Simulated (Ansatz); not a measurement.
**CH₄ClOSn radical: how energies converge with the basis set**

How large a basis does CH₄ClOSn radical need? Two functionals are run in growing sets.

Computed with Ansatz 0.2.0, Gaussian basis. Level: one geometry, several basis sets.

Levels to be run: PBE0-D4/def2-SVP; ωB97M-V/def2-SVP; PBE0-D4/def2-QZVPP; ωB97M-V/def2-QZVPP; the functionals' def2-TZVPP values are taken from earlier runs.

## 1. Structure used throughout

An earlier PBE0-D4/def2-TZVP relaxation fixed the geometry. Sn takes the def2 core potential; no spin-orbit term is included.

SMILES `[CH3][Sn]([OH])[Cl]`, 8 atoms, charge 0, spin multiplicity 2.

Atoms are counted from 1 here; the program's logs count them from 0.

Bond lengths: C1–Sn2 2.166 Å, C1–H5 1.088 Å, C1–H6 1.088 Å, C1–H7 1.090 Å, Sn2–O3 1.971 Å, Sn2–Cl4 2.366 Å, O3–H8 0.961 Å. Angles: Sn2–C1–H5 109.2°, Sn2–C1–H6 108.9°, Sn2–C1–H7 105.3°, H5–C1–H6 111.1°, H5–C1–H7 111.1°, H6–C1–H7 110.9°, C1–Sn2–O3 103.4°, C1–Sn2–Cl4 107.5°, O3–Sn2–Cl4 103.9°, Sn2–O3–H8 113.7°.

## 2. PBE0-D4 in def2-SVP

The input, in.yaml:

```yaml
crystal:
  periodic: [false, false, false]
  atoms:
    - {symbol: C, position_ang: [-0.109381, 1.345453, -0.183543]}
    - {symbol: Sn, position_ang: [-0.713449, -0.659845, 0.367486]}
    - {symbol: O, position_ang: [0.917058, -1.422106, 1.169680]}
    - {symbol: Cl, position_ang: [-0.992839, -1.893350, -1.632524]}
    - {symbol: H, position_ang: [-0.903612, 1.812065, -0.762369]}
    - {symbol: H, position_ang: [0.100522, 1.912040, 0.721833]}
    - {symbol: H, position_ang: [0.792837, 1.220591, -0.782870]}
    - {symbol: H, position_ang: [1.000964, -2.371748, 1.046508]}
basis:
  gaussian: {orbitals: def2-SVP}
magnetization: {spin_polarized: true, initial_magnetization: 1}
hamiltonian: {xc: pbe0, dispersion: d4}
output: {orbitals: {seedname: orbitals}}
```

Launch:

```
$ ansatz run in.yaml --threads 4 --pin off --events-out ev --progress --plain --max-ram 10444MiB
```

The runs that follow: ωB97M-V in def2-SVP; PBE0-D4 in def2-QZVPP; ωB97M-V in def2-QZVPP.

Before running them: what should the planned runs give, taken together? Wanted: PBE0-D4: double and triple zeta above quadruple; ωB97M-V: double and triple zeta above quadruple.

**Answer**, as computed:

| quantity | value |
| --- | --- |
| PBE0-D4: double and triple zeta above quadruple | 9.25, 0.63 eV |
| ωB97M-V: double and triple zeta above quadruple | 9.36, 0.61 eV |

PBE0-D4 gains 8.63 eV from double to triple zeta, then 0.63 eV more. Total energies overstate the basis error of differences, where much of it tends to cancel.
